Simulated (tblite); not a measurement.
# C8H11NO: the cost of one run

Computed with tblite 0.8.0 (tight binding) and PySCF 2.14.0 (DFT, with response routines of our own); each step states its level. Atoms count from 0 throughout.

## 1. The molecule as given

21 atoms, charge 0, multiplicity 1; geometry from: MMFF94s geometry.

Bonds of the start (Å): C0–C1 1.34, C0–H10 1.08, C0–H11 1.09, C1–C2 1.50, C1–H12 1.07, C2–C3 1.54, C2–H13 1.09, C2–H14 1.10, C3–N5 1.38, C3–O4 1.21, C6–C7 1.51, C6–C8 1.49, C7–H15 1.10, C7–H16 1.10, C7–H17 1.09, C8–C9 1.33, C8–H18 1.09, C9–H19 1.08, C9–H20 1.09, N5–C6 1.29.

## 2. GFN2-xTB relaxation, conformer 1

Job settings and geometry (Å):

```
{"job": {"xc": "GFN2-xTB", "basis": "xTB", "kind": "relax"}, "charge": 0, "multiplicity": 1}
C      2.641700     0.966400     1.107900
C      2.460400     0.103300     0.094900
C      1.656600    -1.162600     0.199800
C      0.528700    -1.155600    -0.853500
O      0.749200    -1.002900    -2.034900
N     -0.723500    -1.429000    -0.338100
C     -1.495300    -0.426200    -0.070500
C     -2.841400    -0.755200     0.529000
C     -1.201900     1.021300    -0.226100
C     -1.018700     1.547400    -1.437600
H      3.236200     1.858500     0.970300
H      2.177400     0.812900     2.085400
H      2.937700     0.297700    -0.844500
H      2.286300    -2.032400     0.005600
H      1.214500    -1.268700     1.199900
H     -2.710200    -1.229900     1.514300
H     -3.371200    -1.453100    -0.132800
H     -3.461200     0.132100     0.647500
H     -1.219700     1.637800     0.674200
H     -1.025400     0.939100    -2.335100
H     -0.828900     2.616200    -1.562100
```

The run is started by

```console
$ OMP_NUM_THREADS=1 python ens_run.py task.json out
```

One launch serves the whole session.

**Question.** How long does this first job take on 1 thread of Arm Neoverse V2, shared host?

About 2.3 s.
